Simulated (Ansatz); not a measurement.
# CuMo3: the cost of one run

Method: DFT PBE, scalar-relativistic, plane waves, PAW, in Ansatz 0.2.0.

## Step 1: The system as given

The structure is cubic, space group Fm-3m (No. 225). The conventional cell has a = 6.273 Å, b = 6.273 Å, c = 6.273 Å, α = 90.00°, β = 90.00°, γ = 90.00°. Cu (site symmetry m-3m) is surrounded by 8 Mo at 2.72 Å. Around Mo (site symmetry -43m) lie 4 Cu at 2.72 Å and 4 Mo at 2.72 Å. Around Mo (site symmetry m-3m) lie 8 Mo at 2.72 Å.

As a file:

```cif
data_structure
_symmetry_space_group_name_H-M 'Fm-3m'
_symmetry_Int_Tables_number 225
_cell_length_a 6.2729
_cell_length_b 6.2729
_cell_length_c 6.2729
_cell_angle_alpha 90.000
_cell_angle_beta 90.000
_cell_angle_gamma 90.000
_cell_volume 246.84
loop_
_atom_site_label
_atom_site_type_symbol
_atom_site_symmetry_multiplicity
_atom_site_Wyckoff_symbol
_atom_site_fract_x
_atom_site_fract_y
_atom_site_fract_z
_atom_site_occupancy
Cu1 Cu 4 b 0.50000 0.00000 0.00000 1
Mo1 Mo 8 c 0.25000 0.25000 0.75000 1
Mo2 Mo 4 a 0.00000 0.00000 0.00000 1
```

The cell is invented: species swapped into a database cell of V3Re (Fm-3m, No. 225), with Mo on the V sites and Cu on the Re sites. The dimensions are guesses.

## Step 2: Probe: one point on a coarse mesh

The input, input.yaml:

```yaml
crystal:
  lattice:
    - [0.0, 3.13645399, 3.13645399]
    - [3.13645399, 0.0, 3.13645399]
    - [3.13645399, 3.13645399, 0.0]
  atoms:
    - { symbol: Cu, position: [0.5, 0.5, 0.5] }
    - { symbol: Mo, position: [0.75, 0.75, 0.75] }
    - { symbol: Mo, position: [0.25, 0.25, 0.25] }
    - { symbol: Mo, position: [0.0, 0.0, 0.0] }
basis:
  ecutwfc: 420
kpoints:
  mp_grid: { grid: [6, 6, 6] }
hamiltonian:
  xc: pbe
scf:
  occupations: { method: gaussian, width: 0.1 }
  lower_state_search: "off"
output:
  forces: true
  stress: true
  eigenvalues: true
```

Run with:

```sh
> ansatz run input.yaml --threads 1 --pin off --max-ram 2560MiB --backend cpu --events-out ev --progress --plain --runs-dir out
```

**Question.** How long does this run take on 1 thread of Arm Neoverse V1, shared host, and how much memory does it need?

About 2 s, with a peak of 0.33 GiB.
